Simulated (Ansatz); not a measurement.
# LiSi2: the cost of one run

Method: DFT PBE, scalar-relativistic, plane waves, PAW, in Ansatz 0.2.0.

**1. The structure to begin with**

Symmetry: R-3m, No. 166, trigonal system. The conventional cell has a = 3.212 Å, b = 3.212 Å, c = 14.552 Å, α = 90.00°, β = 90.00°, γ = 120.00°. Li (site symmetry -3m) has 6 Si at 2.22 Å as nearest neighbours. Si (site symmetry 3m) has 3 Li at 2.22 Å as nearest neighbours.

Coordinates:

```xyz
3
Lattice="1.6061 0.9273 4.8507 -1.6061 0.9273 4.8507 0.0000 -1.8545 4.8507" Properties=species:S:1:pos:R:3 pbc="T T T"
Li    0.0000    0.0000    0.0000
Si    0.0000    0.0000   10.9142
Si    0.0000    0.0000    3.6381
```

This is candidate A: cadmium chloride type (R-3m, No. 166).

(A quick probe on a coarse mesh, which set the mesh and smearing, is not shown.)

**3. Coarse relaxation (candidate A)**

Contents of input.yaml:

```yaml
crystal:
  lattice:
    - [1.6060719079, 0.9272660484, 4.8507480157]
    - [-1.6060719079, 0.9272660484, 4.8507480157]
    - [0.0, -1.8545320967, 4.8507480157]
  atoms:
    - { symbol: Li, position: [0.0, 0.0, 0.0] }
    - { symbol: Si, position: [0.75, 0.75, 0.75] }
    - { symbol: Si, position: [0.25, 0.25, 0.25] }
basis:
  ecutwfc: 420
kpoints:
  mp_grid: { grid: [6, 6, 6] }
hamiltonian:
  xc: pbe
scf:
  occupations: { method: gaussian, width: 0.1 }
  lower_state_search: "off"
output:
  forces: true
  stress: true
  eigenvalues: true
relax:
  adjacent_minimum: "off"
  f_tol: 0.04
  max_steps: 70
  cell: { stress_tol: 0.4 }
```

Started as:

```
$ ansatz run input.yaml --threads 1 --pin off --max-ram 2560MiB --backend cpu --events-out ev --progress --plain --runs-dir out
```

Q: Estimate wall time and peak memory on 1 thread of Arm Neoverse V1, shared host.

About 12 s, with a peak of 0.3 GiB.
